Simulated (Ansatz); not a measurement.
# CdTe: the cost of one run

Method: DFT, PBE, PAW, task scf, in Ansatz 0.2 development build.

### 1 The system as given

The structure is cubic, space group F-43m (No. 216). Conventional cell: a = 6.482 Å, b = 6.482 Å, c = 6.482 Å, α = 90.00°, β = 90.00°, γ = 90.00°. Cd (site symmetry -43m) has 4 Te at 2.81 Å as nearest neighbours. Te (site symmetry -43m) has 4 Cd at 2.81 Å as nearest neighbours.

As a file:

```
CELL_PARAMETERS angstrom
4.58347 0.00000 0.00000
0.00000 4.58347 0.00000
0.00000 0.00000 6.48200
ATOMIC_POSITIONS crystal
Cd 0.00000 0.00000 0.00000
Te 0.50000 0.00000 0.25000
Cd 0.50000 0.50000 0.50000
Te 0.00000 0.50000 0.75000
```

### 2 The run

Input file input.yaml:

```yaml
crystal:
  lattice:
    - [4.583466155651, 0, 0]
    - [0, 4.583466155651, 0]
    - [0, 0, 6.482]
  atoms:
    - { symbol: Cd, position: [0, 0, 0] }
    - { symbol: Te, position: [0.5, 0, 0.25] }
    - { symbol: Cd, position: [0.5, 0.5, 0.5] }
    - { symbol: Te, position: [0, 0.5, 0.75] }
kpoints:
  mp_grid: { grid: [6, 6, 4], shift: [0.5, 0.5, 0.5] }
hamiltonian:
  xc: pbe
  pseudopotentials: { kind: paw }
scf:
  occupations: { method: gaussian, width: 0.1 }
output:
  transmission: { kmesh: [12, 12] }
```

Run with:

```bash
ansatz run input.yaml --threads 8 --backend cpu --max-ram 24GiB --events-out ev
```

**Question.** How long does this run take on 8 threads of Arm Neoverse V2 (Grace), shared host, and how much memory does it need?

About 46 s, with a peak of 0.86 GiB.
